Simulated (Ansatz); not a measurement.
Runs of Ansatz 0.2.0 on Cu3O2. It takes space group I4/mmm (No. 139, tetragonal). Conventional cell: a = 4.046 Å, b = 4.046 Å, c = 7.347 Å, α = 90.00°, β = 90.00°, γ = 90.00°. Cu (site symmetry 4/mmm) is surrounded by 4 O at 2.02 Å. Cu (site symmetry -4m2) has 2 O at 1.84 Å as nearest neighbours. O (site symmetry mmm) has 4 Cu at 1.84 to 2.02 Å as nearest neighbours. The cell comes from a database or a generator and needn't be the stable form of this composition.

| task | level | potentials or basis | k mesh | cutoff (eV) | smearing | basis error allowed | mesh quality | gap on the mesh (eV) | pressure (GPa) |
| --- | --- | --- | --- | --- | --- | --- | --- | --- | --- |
| band structure | LDA | all-electron LAPW, scalar-relativistic | 9 × 9 × 9 | 462 | fermi-dirac 0.05 eV | 0.002 eV/atom | not flagged | - | (a) |
| single point | PBEsol | all-electron LAPW, scalar-relativistic | 5 × 5 × 5 | 462 | fermi-dirac 0.03 eV | 0.002 eV/atom | coarse | none | -6.1 |
| single point | PBEsol | all-electron LAPW, scalar-relativistic | 9 × 9 × 9 | 499 | fermi-dirac 0.05 eV | 0.001 eV/atom | not flagged | none | -6.2 |
| phonons | PBEsol | all-electron LAPW, scalar-relativistic | 9 × 9 × 9 | 493 | fermi-dirac 0.05 eV | 0.002 eV/atom | not flagged | none | - |
| density of states | PBEsol | all-electron PAW datasets made for the crystal | 9 × 9 × 9 | 540 | fermi-dirac 0.05 eV | - | not flagged | none | -6.2 |
| band structure | PBEsol | all-electron LAPW, scalar-relativistic | 9 × 9 × 9 | 462 | fermi-dirac 0.05 eV | 0.002 eV/atom | not flagged | - | -6.2 |
| band structure | PBE | all-electron LAPW, scalar-relativistic | 9 × 9 × 9 | 462 | fermi-dirac 0.05 eV | 0.002 eV/atom | not flagged | - | 0.7 |

Alike in all rows: no spin polarisation; cell as given.

**Question.** Estimate the missing entries.

**Answer.** (a) -11.6.

Caveats: some runs use coarse meshes; an odd number of electrons without spin polarisation forces a metal; a magnetic or distorted state may lie lower; the run has no spin polarisation, though such a crystal can be magnetic; semilocal functionals often make such compounds metallic where correlation or magnetic order opens a gap, which also shifts bond lengths; the k mesh is thin for a metal, which can move the energy by tens of meV per atom (some runs); a metal's response needs a denser mesh (some runs); the program warned that the printed levels may be off, so bands, gaps and densities of states are rough (some runs).

A k mesh can miss the band edges.

A gap of «none» marks a metal or a gap under the smearing width.

Not every run made on this cell is shown here.
